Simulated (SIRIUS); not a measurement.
Runs of SIRIUS 7.12.0 on GaGe. Symmetry: F-43m, No. 216, cubic system. The conventional cell has a = 5.796 Å, b = 5.796 Å, c = 5.796 Å, α = 90.00°, β = 90.00°, γ = 90.00°. Around Ge (site symmetry -43m) lie 4 Ga at 2.51 Å. Around Ga (site symmetry -43m) lie 4 Ge at 2.51 Å. The cell comes from a database or a generator and needn't be the stable form of this composition.

```tsv
task	level	potentials or basis	cell	k mesh	energy tol	density tol	mixer	mixing beta	max scf	gap on the mesh (eV)	pressure (GPa)
single point	PBEsol	PseudoDojo 0.4.1 PBE standard (scalar relativistic)	as given	7 × 7 × 7	1e-08 Ha	1e-06	anderson	0.7	100	none	-2.3
single point	PBEsol	PseudoDojo 0.4.1 PBEsol standard (scalar relativistic)	atoms moved at random, drawn with an rms of 0.05 Å	8 × 8 × 8	1e-08 Ha	1e-06	anderson	0.7	100	none	-2.3
single point	BLYP	PseudoDojo 0.4.1 PBE standard (scalar relativistic)	as given	7 × 7 × 7	1e-08 Ha	1e-06	anderson	0.7	100	none	3.0
single point	LDA-VWN	PseudoDojo 0.4.1 PBE standard (scalar relativistic)	as given	7 × 7 × 7	1e-08 Ha	1e-06	anderson	0.7	100	none	-4.7
single point	PW91	PseudoDojo 0.4.1 PBE standard (scalar relativistic)	as given	7 × 7 × 7	1e-08 Ha	1e-06	anderson	0.7	100	none	(a)
single point	HLE16	PseudoDojo 0.4.1 PBE standard (scalar relativistic)	as given	7 × 7 × 7	1e-08 Ha	1e-06	anderson	0.7	100	none	(b)
single point	APBE	PseudoDojo 0.4.1 PBE standard (scalar relativistic)	as given	7 × 7 × 7	1e-08 Ha	1e-06	anderson	0.7	100	none	1.2
single point	AM05	PseudoDojo 0.4.1 PBE standard (scalar relativistic)	as given	7 × 7 × 7	1e-08 Ha	1e-06	anderson	0.7	100	none	-2.1
single point	PBEsol	PseudoDojo 0.4.1 PBEsol standard (scalar relativistic)	as given	8 × 8 × 8	1e-08 Ha	1e-06	anderson	0.7	100	none	-2.3
single point	RPBE	PseudoDojo 0.4.1 PBE standard (scalar relativistic)	as given	7 × 7 × 7	1e-08 Ha	1e-06	anderson	0.7	100	none	2.4
single point	revPBE	PseudoDojo 0.4.1 PBE standard (scalar relativistic)	as given	7 × 7 × 7	1e-08 Ha	1e-06	anderson	0.7	100	none	1.8
```

Alike in all rows: no spin polarisation; cutoff (eV) 1102; smearing fermi-dirac 0.05 eV.

Estimate the missing entries.

(a) 0.1; (b) -5.7.

Caveats: the potentials were made for another functional, which shifts forces and pressure (some runs); the potentials were made for a functional far from this one (some runs).

A k mesh can miss the band edges, and the runs leave out spin-orbit coupling on Ga, Ge.

A gap of «none» marks a metal or a gap under the smearing width.

The runs were made with more than one version of the program.

Runs at the PBE level aren't shown here.
